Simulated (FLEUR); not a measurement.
# RuRh (P-6m2) in FLEUR: notebook

One crystal, RuRh, is run at these levels: PBEsol; tasks: equation of state.

Program: FLEUR MaX-R8.1 (later development tree). These are calculated values, not measurements. Logs are shortened: lines on timing, memory, paths and dates and some standing lists are left out, and cuts for length are marked.

## Step 1: The crystal as given

The structure is hexagonal, space group P-6m2 (No. 187). The conventional cell has a = 2.709 Å, b = 2.709 Å, c = 4.298 Å, α = 90.00°, β = 90.00°, γ = 120.00°. Around Rh (site symmetry -6m2) lie 6 Ru at 2.66 Å and 6 Rh at 2.71 Å. Ru (site symmetry -6m2) has 6 Rh at 2.66 Å and 6 Ru at 2.71 Å as nearest neighbours.

The cell comes from a database or a generator and needn't be the stable form of this composition.

## Step 2: Equation of state, PBEsol, 12.84 Å³/atom (volume scaled by 0.94)

inp.xml

```xml
<?xml version="1.0" encoding="UTF-8" standalone="no"?>
<fleurInput fleurInputVersion="0.39">
   <comment>
      RuRh                                                                                                
   </comment>
   <calculationSetup>
      <cutoffs Kmax="4.34" Gmax="13.4" GmaxXC="13.4" numbands="0"/>
      <scfLoop itmax="60" minDistance="0.00001" maxIterBroyd="15" imix="Anderson" alpha="0.05" precondParam="0.0" spinf="2.0" sdNocoIR="T"/>
      <coreElectrons ctail="T" frcor="F" kcrel="0" coretail_lmax="0"/>
      <xcFunctional name="PBEs" relativisticCorrections="F"/>
      <magnetism jspins="1"/>
      <soc l_soc="F" theta="0.0" phi="0.0" spav="F"/>
      <expertModes spex="0" secvar="F"/>
      <geometryOptimization l_f="F" forcealpha="1.0" forcemix="BFGS" epsdisp="0.0005" epsforce="0.0002"/>
      <ldaU l_linMix="F" mixParam="0.05" spinf="1.0"/>
   </calculationSetup>
   <cell>
      <bzIntegration valenceElectrons="33.0" mode="hist" fermiSmearingEnergy="0.00183747">
         <kPointListSelection listName="default-1"/>
         <!-- k-points included here -->
         <xi:include xmlns:xi="http://www.w3.org/2001/XInclude" href="kpts.xml"> </xi:include>
      </bzIntegration>
      <!-- symmetry operations included here -->
      <xi:include xmlns:xi="http://www.w3.org/2001/XInclude" href="sym.xml"> </xi:include>
      <bulkLattice scale="0.9795861087">
         <bravaisMatrix>
            <row-1>    5.1200523477563298     0.0000000000000000     0.0000000000000000</row-1>
            <row-2>   -2.5600261739726511     4.4340954019240808     0.0000000000000000</row-2>
            <row-3>    0.0000000000000000     0.0000000000000000     8.1227384917172660</row-3>
         </bravaisMatrix>
      </bulkLattice>
   </cell>
[... 16 lines left out ...]
         <lo type="SCLO" l="3" n="4" eDeriv="2"/>
      </species>
      <species name="Ruthenium (Ru)" element="Ru" atomicNumber="44">
         <mtSphere radius="2.26" gridPoints="771" logIncrement="0.016"/>
         <atomicCutoffs lmax="9" lnonsphr="9"/>
         <electronConfig flipSpins="F">
            <coreConfig>(1s1/2) (2s1/2) (2p1/2) (2p3/2) (3s1/2) (3p1/2) (3p3/2) (3d3/2) (3d5/2)</coreConfig>
            <valenceConfig>(4s1/2) (4p1/2) (4p3/2) (5s1/2) (4d3/2) (4d5/2)</valenceConfig>
            <stateOccupation state="(5s1/2)" spinUp="0.500000" spinDown="0.500000"/>
            <stateOccupation state="(4d3/2)" spinUp="1.400000" spinDown="1.400000"/>
            <stateOccupation state="(4d5/2)" spinUp="2.100000" spinDown="2.100000"/>
         </electronConfig>
         <energyParameters s="5" p="5" d="4" f="4"/>
         <lo type="SCLO" l="0" n="4" eDeriv="0"/>
         <lo type="SCLO" l="1" n="4" eDeriv="0"/>
         <lo type="SCLO" l="1" n="4" eDeriv="1"/>
         <lo type="SCLO" l="2" n="4" eDeriv="2"/>
         <lo type="SCLO" l="3" n="4" eDeriv="2"/>
      </species>
   </atomSpecies>
   <atomGroups>
      <atomGroup species="Rhodium (Rh)">
         <relPos label="                   1">-1.000/3.000 1.000/3.000 .0000000000</relPos>
         <force calculate="T" relaxXYZ="TTT"/>
      </atomGroup>
      <atomGroup species="Ruthenium (Ru)">
         <relPos label="                   2">.0000000000 .0000000000 1.000/2.000</relPos>
         <force calculate="T" relaxXYZ="TTT"/>
      </atomGroup>
   </atomGroups>
   <output dos="F" band="F" slice="F">
      <checks vchk="F" cdinf="F"/>
      <bandDOS minEnergy="-.5*Htr" maxEnergy="0.5*Htr" sigma="0.015" storeEVData="T"/>
      <vacuumDOS vacdos="F" integ="F" star="F" nstars="0" locx1="0.0" locy1="0.0" locx2="0.0" locy2="0.0" nstm="0" tworkf="0.0"/>
      <unfoldingBand unfoldBand="F" supercellX="1" supercellY="1" supercellZ="1"/>
      <plotting iplot="0" polar="F">
         <plot TwoD="T" vec1="  1.0  0.0  0.0" vec2="  0.0  1.0  0.0" vec3="  0.0  0.0  1.0" zero="  0.0  0.0  0.0" file="plot"/>
      </plotting>
      <chargeDensitySlicing numkpt="0" minEigenval="0.0" maxEigenval="0.0" nnne="0" pallst="F"/>
      <specialOutput eonly="F"/>
      <moessbauerParams electricFieldGradient="T" isomerShift="T" coreHyperfine="T" valenceHyperfine="T"/>
      <magneticCircularDichroism mcd="F" energyLo="-10.0" energyUp="0.0"/>
   </output>
  <!-- We include the file relax.xml here to enable relaxations (see documentation) -->
  <xi:include xmlns:xi="http://www.w3.org/2001/XInclude" href="relax.xml"> <xi:fallback/> </xi:include>
</fleurInput>
```

Potentials or basis: all-electron, FLAPW.

Command:

```console
$ inpgen -f crystal.txt -profile fastHighL
$ # inp.xml edited to the form shown
$ fleur_MPI
```

Log:

```text
Welcome to FLEUR        (www.flapw.de)
      MaX-Release 8.1          (www.max-centre.eu)

 ========== k-point set info ==========
 Selected k-point list: default-1
 k-point list type: mesh
 11 x 11 x 6
 Number of k points: 64

 ------------Calculation Setup---------------------------
 Number of MPI-tasks      :            1
 Number of PE/node        :            1
 Number of OMP-threads    :            1
 Most efficient MPI parallelization for:
           1           2           4           8          16          32          64
 Additional eigenvalue parallelization possible
 Number of basis functions:          322
 Approximate size of matrices (H+S) per k-point:         0.003 GB
 --------------------------------------------------------
 Iteration:     1   Distance:      19.60332986 me/bohr^3
 Iteration:     2   Distance:      17.31560397 me/bohr^3
 Iteration:     3   Distance:       6.66834601 me/bohr^3
 Iteration:     4   Distance:       5.07653999 me/bohr^3
 Iteration:     5   Distance:       6.15241954 me/bohr^3
 Iteration:     6   Distance:       1.09048901 me/bohr^3
 Iteration:     7   Distance:       0.64847528 me/bohr^3
 Iteration:     8   Distance:       0.13192476 me/bohr^3
 Iteration:     9   Distance:       0.07753526 me/bohr^3
 Iteration:    10   Distance:       0.02687554 me/bohr^3
 Iteration:    11   Distance:       0.02567415 me/bohr^3
 Iteration:    12   Distance:       0.00275303 me/bohr^3
 Iteration:    13   Distance:       0.00161939 me/bohr^3
 Iteration:    14   Distance:       0.00060349 me/bohr^3
 Iteration:    15   Distance:       0.00011244 me/bohr^3
 Iteration:    16   Distance:       0.00010031 me/bohr^3
 Iteration:    17   Distance:       0.00003086 me/bohr^3
 Iteration:    18   Distance:       0.00001666 me/bohr^3
 Iteration:    19   Distance:       0.00000530 me/bohr^3

 ********************************************************************
 Run finished successfully
 Stop message:
   all done
 ********************************************************************
```

Wall time 61 s (1 thread of Arm Neoverse V2, shared host); peak memory 0.07 GiB.

Results:

- Free energy: -253405.6259 eV
- Band gap on the k mesh: none (metal or under the smearing width)
- Valence electrons inside the program's atomic spheres: Rh 15.17; Ru 13.96 (radii Rh 2.26, Ru 2.26 bohr)

## Step 3: Equation of state, PBEsol, 13.12 Å³/atom (volume scaled by 0.96)

Changes to inp.xml since step 2:

```diff
@@ -24,3 +24,3 @@
       <xi:include xmlns:xi="http://www.w3.org/2001/XInclude" href="sym.xml"> </xi:include>
-      <bulkLattice scale="0.9795861087">
+      <bulkLattice scale="0.9864848297">
          <bravaisMatrix>
```

Potentials or basis: all-electron, FLAPW.

Command:

```console
$ inpgen -f crystal.txt -profile fastHighL
$ # inp.xml edited to the form shown
$ fleur_MPI
```

It took 65 s on 1 thread of Arm Neoverse V2, shared host; peak memory 0.07 GiB.

The run converged. Its results:

| Property | Result |
| --- | --- |
| Free energy | -253405.6644 eV |
| Band gap on the k mesh | none (metal or under the smearing width) |
| Valence electrons inside the program's atomic spheres | Rh 15.13; Ru 13.93 (radii Rh 2.26, Ru 2.26 bohr) |

## Step 4: Equation of state, PBEsol, 13.39 Å³/atom (volume scaled by 0.98)

Changes to inp.xml since step 3:

```diff
@@ -24,3 +24,3 @@
       <xi:include xmlns:xi="http://www.w3.org/2001/XInclude" href="sym.xml"> </xi:include>
-      <bulkLattice scale="0.9864848297">
+      <bulkLattice scale="0.9932883884">
          <bravaisMatrix>
```

Command:

```console
$ inpgen -f crystal.txt -profile fastHighL
$ # inp.xml edited to the form shown
$ fleur_MPI
```

Run time: 66 s. Hardware: 1 thread of Arm Neoverse V2, shared host; peak memory 0.07 GiB.

It converged, with:

```yaml
Free_energy: -253405.6772 eV
Band_gap_on_the_k_mesh: none (metal or under the smearing width)
Valence_electrons_inside_the_program's_atomic_spheres: Rh 15.10; Ru 13.89 (radii Rh 2.26, Ru 2.26 bohr)
```

## Step 5: Equation of state, PBEsol, 13.66 Å³/atom

Changes to inp.xml since step 4:

```diff
@@ -24,3 +24,3 @@
       <xi:include xmlns:xi="http://www.w3.org/2001/XInclude" href="sym.xml"> </xi:include>
-      <bulkLattice scale="0.9932883884">
+      <bulkLattice scale="1.0000000000">
          <bravaisMatrix>
```

Command:

```console
$ inpgen -f crystal.txt -profile fastHighL
$ # inp.xml edited to the form shown
$ fleur_MPI
```

Wall time 69 s (1 thread of Arm Neoverse V2, shared host); peak memory 0.07 GiB.

It converged, with:

```yaml
Free_energy: -253405.6676 eV
Band_gap_on_the_k_mesh: none (metal or under the smearing width)
Valence_electrons_inside_the_program's_atomic_spheres: Rh 15.07; Ru 13.86 (radii Rh 2.26, Ru 2.26 bohr)
```

## Step 6: Equation of state, PBEsol, 13.94 Å³/atom (volume scaled by 1.02)

Changes to inp.xml since step 5:

```diff
@@ -24,3 +24,3 @@
       <xi:include xmlns:xi="http://www.w3.org/2001/XInclude" href="sym.xml"> </xi:include>
-      <bulkLattice scale="1.0000000000">
+      <bulkLattice scale="1.0066227096">
          <bravaisMatrix>
```

Potentials or basis: all-electron, FLAPW.

Command:

```console
$ inpgen -f crystal.txt -profile fastHighL
$ # inp.xml edited to the form shown
$ fleur_MPI
```

Wall time 70 s (1 thread of Arm Neoverse V2, shared host); peak memory 0.07 GiB.

Results (log left out):

- Free energy: -253405.6378 eV
- Band gap on the k mesh: none (metal or under the smearing width)
- Valence electrons inside the program's atomic spheres: Rh 15.04; Ru 13.83 (radii Rh 2.26, Ru 2.26 bohr)

## Step 7: Equation of state, PBEsol, 14.21 Å³/atom (volume scaled by 1.04)

Changes to inp.xml since step 6:

```diff
@@ -24,3 +24,3 @@
       <xi:include xmlns:xi="http://www.w3.org/2001/XInclude" href="sym.xml"> </xi:include>
-      <bulkLattice scale="1.0066227096">
+      <bulkLattice scale="1.0131594038">
          <bravaisMatrix>
```

Command:

```console
$ inpgen -f crystal.txt -profile fastHighL
$ # inp.xml edited to the form shown
$ fleur_MPI
```

Run time: 72 s. Hardware: 1 thread of Arm Neoverse V2, shared host; peak memory 0.07 GiB.

It converged, with:

- Free energy: -253405.5903 eV
- Band gap on the k mesh: none (metal or under the smearing width)
- Valence electrons inside the program's atomic spheres: Rh 15.01; Ru 13.80 (radii Rh 2.26, Ru 2.26 bohr)

## Step 8: Equation of state, PBEsol, 14.48 Å³/atom (volume scaled by 1.06)

Changes to inp.xml since step 7:

```diff
@@ -24,3 +24,3 @@
       <xi:include xmlns:xi="http://www.w3.org/2001/XInclude" href="sym.xml"> </xi:include>
-      <bulkLattice scale="1.0131594038">
+      <bulkLattice scale="1.0196128224">
          <bravaisMatrix>
```

Command:

```console
$ inpgen -f crystal.txt -profile fastHighL
$ # inp.xml edited to the form shown
$ fleur_MPI
```

Run time: 75 s. Hardware: 1 thread of Arm Neoverse V2, shared host; peak memory 0.07 GiB.

The run converged. Its results:

* Free energy: -253405.5272 eV
* Band gap on the k mesh: none (metal or under the smearing width)
* Valence electrons inside the program's atomic spheres: Rh 14.99; Ru 13.78 (radii Rh 2.26, Ru 2.26 bohr)

## Step 9: Equation of state, PBEsol

Potentials or basis: all-electron, FLAPW.

This step only gathers the single runs of the series.

What came out:

| Property | Result |
| --- | --- |
| Equilibrium volume | 13.40 Å³/atom |
| Bulk modulus at fixed shape and positions | 323 GPa |
| Pressure derivative of the bulk modulus | 5.0 |

Energy against volume, from the lowest point:
| volume (Å³/atom) | energy (meV/atom) |
| --- | --- |
| 12.843 | 25.67 |
| 13.117 | 6.42 |
| 13.390 | 0.00 |
| 13.663 | 4.82 |
| 13.937 | 19.72 |
| 14.210 | 43.44 |
| 14.483 | 75.00 |

Caveat: the cell was scaled at fixed shape and fractional positions, which overstates the stiffness of a crystal with free parameters, most of all of layers and chains.
